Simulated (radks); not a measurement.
# Taking charge from the 4d level of Pt⁺ in fractions

One table from this session's results is given with a row withheld; the runs are named, their logs left out.

Program: radks (a radial shooting solver on a logarithmic mesh, Libxc functionals) version 1. Level of theory: Dirac Kohn-Sham, PBEsol, spin-unpolarised, spherical densities, finite nucleus; open shells are shared between the two j in proportion to 2j + 1. These are calculated values, not measurements, unless marked.

## What is computed

```
element            : platinum (Z = 78)
charge             : +1
electrons          : 77
configuration      : [Xe] 4f14 5d9
nuclear rms radius : 5.427 fm
```

The outer shells:

Pt⁺
```
[Xe] core
4f [↑↓][↑↓][↑↓][↑↓][↑↓][↑↓][↑↓]
5d [↑↓][↑↓][↑↓][↑↓][↑ ]
```

Set-up of the first run:

The run's settings:

```text
Z 78
configuration [Xe] 4f14 5d9
relativity Dirac
functional pbe_sol,pbe_sol
spin unpolarised
j_filling average
nucleus finite rms 5.427 fm
c 137.035999084
```

Among the steps run: Start: [Xe] 4f14 5d9.

One of the session's tables, all rows but one given; the rest of the session is left out.

It belongs to the step «Start: [Xe] 4f14 5d9». From the orbitals of this run (lengths in bohr):

| level | <r> | outermost maximum (interpolated) | 90 % within | nodes |
| --- | --- | --- | --- | --- |
| 4d5/2 | ? | ? | ? | ? |
| 5s1/2 | 0.9538 | 0.870 | 1.37 | 4 |
| 4f5/2 | 0.5127 | 0.383 | 0.828 | 0 |
| 4f7/2 | 0.5200 | 0.387 | 0.840 | 0 |
| 5p1/2 | 1.035 | 0.922 | 1.50 | 3 |
| 5p3/2 | 1.136 | 1.00 | 1.66 | 3 |
| 5d3/2 | 1.604 | 1.24 | 2.51 | 2 |
| 5d5/2 | 1.675 | 1.28 | 2.64 | 2 |

Estimate the missing values for 4d5/2.

As computed: <r>: 0.4731; outermost maximum (interpolated): 0.423; 90 % within: 0.707; nodes: 1. In the column «<r>» it is the lowest.
